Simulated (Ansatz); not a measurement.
Born–Oppenheimer molecular dynamics of a periodic cell of 32 atoms, Mg4Te3S (host Mg4Te3S, host structure Pmm2). It goes on from the last frame of an earlier run, with new velocities.

Level of theory: DFT PBEsol, scalar-relativistic, plane waves, PAW in Ansatz. Settings: cutoff 420 eV, k mesh 1x1x1, fermi-dirac smearing 0.05 eV, no spin polarisation.

```
ensemble        : NVT, Langevin thermostat
time step       : 2 fs
steps asked     : 200
set temperature : 1950 K
friction        : 0.5 /fs
seed            : 308508
```

Frames 10 fs apart, positions in Å, forces in eV/Å.

Velocities at 240 fs (Å/ps):

```
Mg 4.30 6.37 6.34
Mg 11.08 -13.24 14.42
Mg -6.41 3.21 7.61
Mg -5.85 2.98 -7.19
Te 6.36 -2.63 -0.41
Te -3.81 -0.15 6.10
Te -4.02 -1.19 -4.05
S 2.81 0.05 1.44
Mg -6.90 6.84 -1.32
Mg -16.98 -3.92 0.66
Mg 22.02 3.76 0.42
Mg -0.49 -14.02 -1.80
Te 0.59 0.95 -4.72
Te 5.95 -1.03 1.31
Te 0.66 -1.40 2.00
S 12.36 -4.48 0.25
Mg 5.91 -1.03 4.86
Mg 6.42 -3.79 4.62
Mg 5.07 -3.11 -0.32
Mg -15.53 1.11 -8.21
Te 0.65 0.13 0.41
Te 2.43 0.19 -0.55
Te 3.96 -0.30 0.35
S -5.16 3.75 2.89
Mg 9.34 3.92 13.62
Mg 0.41 6.00 -3.54
Mg 7.76 8.34 -6.53
Mg 4.68 -14.49 -3.43
Te 1.89 1.25 -4.93
Te -0.98 -1.37 2.34
Te 2.91 1.67 0.68
S -1.20 -9.61 -10.27
```

```xyz
32
Lattice="9.0076 0.0000 0.0000 0.0000 9.0737 0.0000 0.0000 0.0000 12.6296" Properties=species:S:1:pos:R:3:forces:R:3 time_fs=240 energy_less_start_eV=1.014 T=1568
Mg 0.332 4.020 6.822 -0.65 -0.13 0.23
Mg 2.330 0.036 2.917 -0.03 0.28 0.12
Mg 0.416 6.205 4.592 0.62 -0.01 -0.02
Mg 4.300 4.002 1.837 0.09 0.36 0.33
Te 2.546 2.282 0.647 -0.60 -0.39 0.02
Te 0.159 -0.220 4.779 0.46 0.62 -0.25
Te 2.440 6.387 2.208 -0.76 -0.29 0.21
S -0.550 3.969 4.562 1.78 -0.36 1.40
Mg 0.185 3.993 12.545 0.00 -1.01 -0.07
Mg 1.740 0.418 11.024 -0.05 -0.88 1.04
Mg -0.129 7.040 13.520 0.98 0.08 -1.10
Mg 3.145 5.370 9.609 0.12 0.13 0.50
Te 1.550 2.609 9.680 -1.48 1.93 -1.53
Te -0.856 0.410 12.044 0.59 -0.54 -0.75
Te 2.505 5.573 6.915 0.11 -0.23 0.37
S -0.552 5.776 11.169 0.15 0.38 0.64
Mg 4.812 2.755 6.183 -0.11 0.11 -1.20
Mg 7.042 0.900 3.302 0.80 0.24 -0.46
Mg 4.257 6.481 5.227 0.92 0.06 -1.12
Mg 7.143 5.020 3.118 -0.78 -0.35 -1.20
Te 6.746 2.846 1.158 0.47 0.61 0.34
Te 4.769 0.086 4.359 -1.32 0.60 0.99
Te 6.616 7.418 2.061 -0.66 -0.26 0.18
S 5.213 4.368 4.214 -1.73 -0.02 0.88
Mg 3.957 2.383 10.518 1.57 0.16 0.91
Mg 7.611 -0.440 9.383 -0.34 0.02 -0.03
Mg 6.052 7.138 11.906 0.86 -1.08 0.72
Mg 6.624 4.826 9.313 0.01 -0.93 1.17
Te 5.832 2.017 8.498 0.81 0.44 -0.08
Te 4.346 -0.536 10.597 -1.18 0.04 -0.77
Te 7.552 6.475 7.591 0.21 0.64 -0.80
S 5.014 4.850 11.152 -0.87 -0.22 -0.66
32
Lattice="9.0076 0.0000 0.0000 0.0000 9.0737 0.0000 0.0000 0.0000 12.6296" Properties=species:S:1:pos:R:3:forces:R:3 time_fs=250 energy_less_start_eV=1.110 T=2381
Mg 0.335 4.101 6.761 -0.90 -0.46 0.56
Mg 2.339 -0.050 2.943 -0.01 0.57 0.13
Mg 0.423 6.176 4.603 0.56 0.34 -0.13
Mg 4.295 4.076 1.883 0.02 0.00 0.06
Te 2.538 2.268 0.664 -0.41 -0.25 0.07
Te 0.168 -0.219 4.781 0.47 0.45 -0.24
Te 2.429 6.367 2.217 -0.66 -0.39 0.26
S -0.579 3.980 4.574 1.99 -0.63 1.51
Mg 0.263 4.018 12.501 0.00 -1.21 0.08
Mg 1.677 0.402 10.957 0.14 -0.91 1.08
Mg -0.113 7.056 13.613 0.94 0.06 -1.25
Mg 3.098 5.331 9.565 0.23 0.03 0.78
Te 1.564 2.629 9.687 -1.05 1.94 -1.41
Te -0.862 0.392 12.058 0.52 -0.42 -0.82
Te 2.487 5.559 6.907 0.67 0.09 -0.01
S -0.517 5.832 11.268 0.04 0.41 0.36
Mg 4.811 2.764 6.217 -0.28 0.18 -1.60
Mg 7.063 0.972 3.353 0.71 0.14 -0.52
Mg 4.318 6.461 5.205 0.77 0.00 -0.92
Mg 7.165 4.975 3.094 -0.70 0.11 -1.75
Te 6.736 2.836 1.167 0.45 0.68 0.24
Te 4.778 0.087 4.349 -1.28 0.56 1.05
Te 6.612 7.428 2.080 -0.72 -0.36 0.34
S 5.276 4.344 4.189 -2.17 -0.04 1.30
Mg 4.014 2.374 10.620 1.15 0.12 0.73
Mg 7.592 -0.369 9.338 -0.38 -0.02 0.07
Mg 6.065 7.139 11.913 1.02 -1.10 0.78
Mg 6.607 4.801 9.317 0.13 -0.59 1.00
Te 5.868 2.063 8.459 0.75 0.25 0.47
Te 4.340 -0.555 10.637 -1.27 0.32 -0.90
Te 7.563 6.501 7.582 0.09 0.41 -0.52
S 4.989 4.868 11.158 -0.81 -0.28 -0.79
32
Lattice="9.0076 0.0000 0.0000 0.0000 9.0737 0.0000 0.0000 0.0000 12.6296" Properties=species:S:1:pos:R:3:forces:R:3 time_fs=260 energy_less_start_eV=1.605 T=1745
Mg 0.309 4.120 6.703 -0.54 -0.47 1.36
Mg 2.371 -0.120 2.923 0.13 0.99 0.12
Mg 0.395 6.144 4.586 0.77 0.64 -0.02
Mg 4.256 4.092 1.877 0.28 -0.19 -0.02
Te 2.551 2.264 0.675 -0.45 -0.30 0.03
Te 0.212 -0.233 4.733 0.70 0.19 0.01
Te 2.465 6.351 2.281 -0.72 -0.55 0.17
S -0.513 3.962 4.603 0.80 -0.45 -0.01
Mg 0.263 4.041 12.504 0.12 -1.63 0.31
Mg 1.618 0.392 10.937 0.39 -1.01 1.05
Mg -0.110 7.073 13.786 1.48 0.07 -1.64
Mg 3.140 5.341 9.547 0.30 -0.05 0.82
Te 1.578 2.605 9.689 -0.58 2.14 -1.33
Te -0.858 0.383 12.036 0.27 -0.55 -0.84
Te 2.477 5.550 6.867 0.63 0.03 0.28
S -0.560 5.802 11.329 -0.02 0.76 0.03
Mg 4.865 2.780 6.217 -0.46 0.27 -1.86
Mg 7.159 0.957 3.473 0.24 0.41 -0.91
Mg 4.265 6.506 5.204 0.92 -0.17 -1.06
Mg 7.146 5.031 3.079 -0.13 -0.68 -1.13
Te 6.751 2.807 1.173 0.48 0.70 0.46
Te 4.809 0.074 4.361 -1.22 0.66 1.01
Te 6.625 7.442 2.081 -1.34 -0.09 0.49
S 5.290 4.322 4.148 -2.23 0.05 1.58
Mg 4.115 2.328 10.667 0.43 0.20 0.73
Mg 7.591 -0.407 9.189 -0.33 0.42 0.66
Mg 6.130 7.081 11.870 0.98 -0.88 0.73
Mg 6.669 4.724 9.379 0.17 -0.20 1.00
Te 5.856 2.108 8.464 0.94 -0.04 0.52
Te 4.335 -0.593 10.647 -1.16 0.22 -0.82
Te 7.580 6.505 7.605 -0.04 -0.15 -0.62
S 5.013 4.840 11.242 -0.84 -0.33 -1.10
32
Lattice="9.0076 0.0000 0.0000 0.0000 9.0737 0.0000 0.0000 0.0000 12.6296" Properties=species:S:1:pos:R:3:forces:R:3 time_fs=270 energy_less_start_eV=1.766 T=1799
Mg 0.391 4.184 6.709 -1.05 -0.80 1.43
Mg 2.335 -0.111 2.907 0.25 1.09 0.09
Mg 0.411 6.195 4.530 0.56 0.04 0.02
Mg 4.289 4.112 1.848 0.07 -0.28 -0.23
Te 2.524 2.270 0.687 -0.24 -0.31 0.09
Te 0.220 -0.225 4.729 0.77 0.26 0.12
Te 2.487 6.367 2.295 -0.72 -0.57 0.13
S -0.487 3.944 4.649 0.38 0.12 -0.58
Mg 0.222 3.944 12.573 -0.24 -0.70 -0.39
Mg 1.537 0.415 10.979 0.97 -0.94 0.79
Mg -0.102 7.067 13.778 1.47 0.01 -1.74
Mg 3.239 5.438 9.512 0.18 0.02 0.88
Te 1.538 2.594 9.681 -0.23 2.16 -1.24
Te -0.843 0.376 12.040 -0.19 -0.58 -0.53
Te 2.475 5.585 6.850 1.11 0.34 0.39
S -0.565 5.828 11.244 0.29 0.01 0.78
Mg 4.936 2.810 6.110 -0.25 0.02 -1.14
Mg 7.160 0.926 3.533 0.21 0.56 -1.09
Mg 4.242 6.571 5.226 1.00 -0.30 -1.10
Mg 7.078 5.048 3.073 1.06 -0.71 -0.93
Te 6.772 2.803 1.160 0.39 0.69 0.51
Te 4.807 0.067 4.380 -1.27 0.80 0.89
Te 6.630 7.453 2.066 -1.33 -0.02 0.56
S 5.292 4.297 4.080 -2.75 -0.11 2.08
Mg 4.143 2.292 10.648 0.05 0.22 0.57
Mg 7.587 -0.428 9.255 -0.34 0.33 0.54
Mg 6.114 7.015 11.912 0.97 -0.46 0.49
Mg 6.614 4.756 9.417 0.72 -0.26 0.55
Te 5.869 2.101 8.463 0.66 0.19 0.05
Te 4.317 -0.616 10.639 -0.99 0.07 -0.64
Te 7.614 6.511 7.624 -0.14 -0.13 -0.58
S 5.070 4.893 11.236 -1.37 -0.76 -0.80
32
Lattice="9.0076 0.0000 0.0000 0.0000 9.0737 0.0000 0.0000 0.0000 12.6296" Properties=species:S:1:pos:R:3:forces:R:3 time_fs=280 energy_less_start_eV=2.080 T=1952
Mg 0.417 4.128 6.651 -0.54 -0.77 2.74
Mg 2.382 -0.065 2.880 0.07 0.98 0.13
Mg 0.339 6.190 4.572 0.73 0.44 0.14
Mg 4.223 4.206 1.946 0.29 -0.63 -0.52
Te 2.506 2.258 0.706 -0.04 -0.20 0.21
Te 0.219 -0.215 4.738 1.04 0.10 0.06
Te 2.480 6.386 2.260 -0.79 -0.36 0.28
S -0.420 3.947 4.694 -0.61 -0.14 -2.16
Mg 0.231 3.960 12.567 -0.32 -0.67 -0.40
Mg 1.601 0.420 11.075 0.90 -0.69 0.60
Mg -0.054 7.098 13.833 0.95 0.06 -1.61
Mg 3.285 5.419 9.498 0.08 0.02 0.87
Te 1.526 2.599 9.698 -0.11 1.89 -1.05
Te -0.836 0.376 12.018 -0.17 -0.54 -0.28
Te 2.451 5.574 6.825 1.37 0.52 0.40
S -0.615 5.801 11.227 0.44 0.11 0.75
Mg 4.885 2.772 6.110 -0.26 0.04 -1.14
Mg 7.189 0.912 3.556 -0.04 0.61 -1.25
Mg 4.296 6.529 5.217 0.84 -0.23 -0.84
Mg 7.064 5.060 3.080 1.53 -0.93 -1.15
Te 6.806 2.793 1.153 0.13 0.83 0.79
Te 4.800 0.053 4.359 -1.12 0.88 0.93
Te 6.601 7.438 2.051 -0.93 0.06 0.40
S 5.312 4.366 4.129 -2.93 -0.38 2.26
Mg 4.166 2.304 10.654 -0.08 0.24 0.60
Mg 7.583 -0.338 9.336 -0.30 -0.12 0.03
Mg 6.141 7.024 11.885 0.96 -0.36 0.47
Mg 6.582 4.752 9.373 0.65 -0.22 0.91
Te 5.860 2.124 8.460 0.63 0.15 0.03
Te 4.298 -0.606 10.626 -0.81 0.01 -0.53
Te 7.606 6.498 7.636 -0.12 0.32 -0.46
S 5.084 4.922 11.308 -1.42 -1.00 -1.22
32
Lattice="9.0076 0.0000 0.0000 0.0000 9.0737 0.0000 0.0000 0.0000 12.6296" Properties=species:S:1:pos:R:3:forces:R:3 time_fs=290 energy_less_start_eV=2.405 T=2082
Mg 0.435 4.152 6.599 0.19 -0.75 4.47
Mg 2.300 0.007 2.954 0.41 0.61 -0.13
Mg 0.304 6.214 4.593 0.65 0.39 -0.02
Mg 4.238 4.168 1.960 0.15 -0.49 -0.51
Te 2.480 2.287 0.707 -0.05 -0.23 0.24
Te 0.225 -0.244 4.744 0.70 0.56 0.21
Te 2.472 6.385 2.225 -0.49 -0.19 0.48
S -0.390 3.994 4.751 -1.65 -0.57 -4.06
Mg 0.253 4.053 12.506 -0.31 -0.81 -0.42
Mg 1.609 0.457 11.066 0.87 -0.81 0.69
Mg 0.042 7.054 13.833 -0.07 0.35 -1.42
Mg 3.265 5.398 9.488 0.09 -0.06 0.90
Te 1.543 2.631 9.711 -0.15 1.99 -1.13
Te -0.817 0.349 12.019 -0.17 -0.39 -0.18
Te 2.443 5.607 6.801 1.37 0.56 0.57
S -0.617 5.891 11.176 0.49 -0.10 0.71
Mg 4.817 2.765 6.098 -0.21 0.00 -1.07
Mg 7.187 0.948 3.587 -0.02 0.48 -1.21
Mg 4.306 6.533 5.232 0.97 -0.27 -0.89
Mg 7.074 4.965 2.994 1.16 -0.75 -0.74
Te 6.800 2.825 1.141 0.24 0.60 0.67
Te 4.803 0.031 4.367 -1.19 0.96 0.80
Te 6.599 7.428 2.055 -0.21 -0.20 0.23
S 5.300 4.348 4.157 -2.32 -0.11 1.92
Mg 4.169 2.269 10.671 0.03 0.35 0.54
Mg 7.587 -0.275 9.351 -0.36 -0.22 -0.10
Mg 6.129 6.990 11.850 1.02 -0.26 0.74
Mg 6.565 4.880 9.336 0.36 -0.75 1.21
Te 5.822 2.132 8.436 0.66 0.34 0.15
Te 4.309 -0.615 10.620 -0.88 0.05 -0.57
Te 7.593 6.525 7.609 0.01 0.68 -0.62
S 5.071 4.890 11.350 -1.30 -0.94 -1.46
32
Lattice="9.0076 0.0000 0.0000 0.0000 9.0737 0.0000 0.0000 0.0000 12.6296" Properties=species:S:1:pos:R:3:forces:R:3 time_fs=300 energy_less_start_eV=1.467 T=1715
Mg 0.415 4.149 6.625 -0.30 -0.82 2.89
Mg 2.276 0.080 2.964 0.43 0.33 -0.27
Mg 0.248 6.178 4.598 0.73 0.73 -0.10
Mg 4.209 4.142 1.991 0.07 -0.49 -0.51
Te 2.497 2.284 0.712 -0.14 -0.27 0.17
Te 0.238 -0.253 4.763 0.63 0.46 0.24
Te 2.470 6.353 2.208 -0.35 0.04 0.63
S -0.477 4.000 4.704 -0.87 -0.68 -2.27
Mg 0.224 4.020 12.492 -0.20 -0.88 -0.33
Mg 1.681 0.420 11.026 0.45 -0.76 0.79
Mg 0.141 7.088 13.799 -0.77 0.38 -1.30
Mg 3.263 5.407 9.586 -0.13 -0.09 0.50
Te 1.530 2.599 9.691 -0.04 2.05 -1.00
Te -0.774 0.317 12.030 0.00 -0.31 -0.34
Te 2.446 5.614 6.815 1.42 0.44 0.51
S -0.619 5.905 11.241 0.39 -0.16 0.49
Mg 4.752 2.779 6.074 -0.13 -0.06 -0.79
Mg 7.243 0.958 3.558 -0.35 0.41 -1.05
Mg 4.339 6.647 5.259 0.69 -0.75 -0.63
Mg 7.021 4.957 2.947 0.89 -0.61 -0.45
Te 6.819 2.829 1.162 0.18 0.44 0.44
Te 4.751 0.062 4.350 -0.70 1.32 0.62
Te 6.600 7.456 2.056 0.21 -0.31 0.29
S 5.237 4.343 4.170 -1.88 0.16 1.67
Mg 4.226 2.252 10.706 -0.12 0.49 0.39
Mg 7.539 -0.249 9.317 -0.30 -0.16 0.00
Mg 6.153 6.933 11.946 0.55 -0.04 0.37
Mg 6.553 4.972 9.372 0.44 -0.86 1.00
Te 5.833 2.108 8.420 0.57 0.50 0.03
Te 4.288 -0.585 10.617 -0.28 -0.58 -0.33
Te 7.583 6.544 7.551 -0.11 0.62 -0.41
S 5.010 4.838 11.344 -0.96 -0.55 -1.26
```

Of the whole run (400 fs, mean temperature of the second half 1938 K): A run of 0.4 ps of so small a system gives no equilibrium averages. The friction is so strong that the motion is overdamped, so the time scale means little. Limits of this set-up: coarse k mesh.

Run time: 10 min on 4 threads of Intel(R) Xeon(R) Platinum 8488C (Sapphire Rapids), on a shared host, peak memory 1.1 GiB.
